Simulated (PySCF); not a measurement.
# C3H11NO2Si2: the cost of one run

Programs: PySCF 2.14.0, with routines of our own; each step states its level. All values are computed. Atoms count from 0.

## (1) The starting structure

19 atoms, charge 0, multiplicity 1; geometry from: GFN2-xTB.

## (2) Excited states: TDA LC-wPBE/def2-SVP

The job: settings as JSON, then the geometry in Å.

```
{"job": {"kind": "states", "xc": "LC-wPBE", "basis": "def2-SVP", "tda": true, "soc": true, "nstates": 6, "ntriplets": 6, "nquad": 4}, "charge": 0, "multiplicity": 1}
C      3.449624     0.265363    -0.053964
O      2.305512    -0.523043     0.150701
C      1.096448     0.189682    -0.013514
Si    -0.248443    -1.083143     0.430756
N     -1.809221    -0.282102     0.093783
Si    -2.162892     1.276870    -0.610763
C     -2.742115    -1.169137     0.448233
O     -2.435219    -2.255736     0.887792
H      3.468274     0.682956    -1.068804
H      3.495264     1.092781     0.665881
H      4.311167    -0.384377     0.087282
H      1.089411     1.065755     0.650243
H      1.022401     0.572352    -1.041494
H     -0.118620    -2.222302    -0.467704
H     -0.155282    -1.339638     1.862242
H     -3.613385     1.442907    -0.532377
H     -1.462897     2.283320     0.183552
H     -1.711221     1.255945    -2.001565
H     -3.788608    -0.859202     0.322260
```

Level: TDA LC-wPBE/def2-SVP excited states, vertical, gas phase, spin-orbit mean-field couplings.

The run is started by

```
> OMP_NUM_THREADS=1 python excited_run.py task.json out
```

The driver reads the jobs from task.json and runs them one after another.

Q: Estimate the wall time and peak memory of this first job on 1 thread of Arm Neoverse V2, shared host.

About 53 s, with a peak of 0.75 GiB.
